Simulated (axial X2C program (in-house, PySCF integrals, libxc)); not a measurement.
# Linear NSbN⁺ at several levels

The task here is to estimate one member of a computed series from the others.

Program: an in-house X2C program for linear molecules on PySCF integrals. Level of theory: all-electron X2C, two-component (2c) or spin-free, N dyall-av3z, Sb dyall-v3z. These are calculated values, not measurements.

All values are calculated.

2 further runs of the same task are left out: 2 set aside as unsound or not needed.

Set-up of the first run:

The input, task.json:

```json
{
 "zs": [
  7,
  51,
  7
 ],
 "q": 1,
 "bas": [
  "dyall-av3z",
  "dyall-v3z",
  "dyall-av3z"
 ],
 "r0": [
  1.93,
  1.93
 ],
 "symm": 1,
 "scan": [
  "PBE0",
  "HF",
  "r2SCAN"
 ],
 "levels": [
  "PBE0",
  "HF",
  "LDA"
 ],
 "nst": 2
}
```

Keys: zs atomic numbers; q charge; bas basis sets; r0 starting distance in Å; symm equal bonds; scan levels of the two-bond scan; levels methods; nst determinants followed.

On the command line:

```sh
> python solin.py task.json out
```

Masses N 14.003, Sb 120.904, N 14.003 u.

Steps of the session up to this table: Scan at PBE0, 2c; Scan at r2SCAN, 2c; Scan at PBE0, spin-free.

One table of the session follows, with a row left open; its other results are not shown here.

```
            level  r(N–Sb) (Å)  r(Sb–N) (Å)  lower stretch (cm⁻¹)
         PBE0, 2c            ?            ?                     ?
       r2SCAN, 2c        1.922        1.922                 529.3
  PBE0, spin-free        1.911        1.911                 533.2
r2SCAN, spin-free        1.921        1.921                 532.5
```

**Question.** Estimate the row for PBE0, 2c.

The run gave: r(N–Sb) (Å): 1.912; r(Sb–N) (Å): 1.912; lower stretch (cm⁻¹): 527.7. In the column «r(N–Sb) (Å)» it lies between PBE0, spin-free (1.911) and r2SCAN, spin-free (1.921).

Scans not shown above were run alike.

Caveats from the session: The molecule was held linear; bending was not examined, so a bent shape may lie lower.
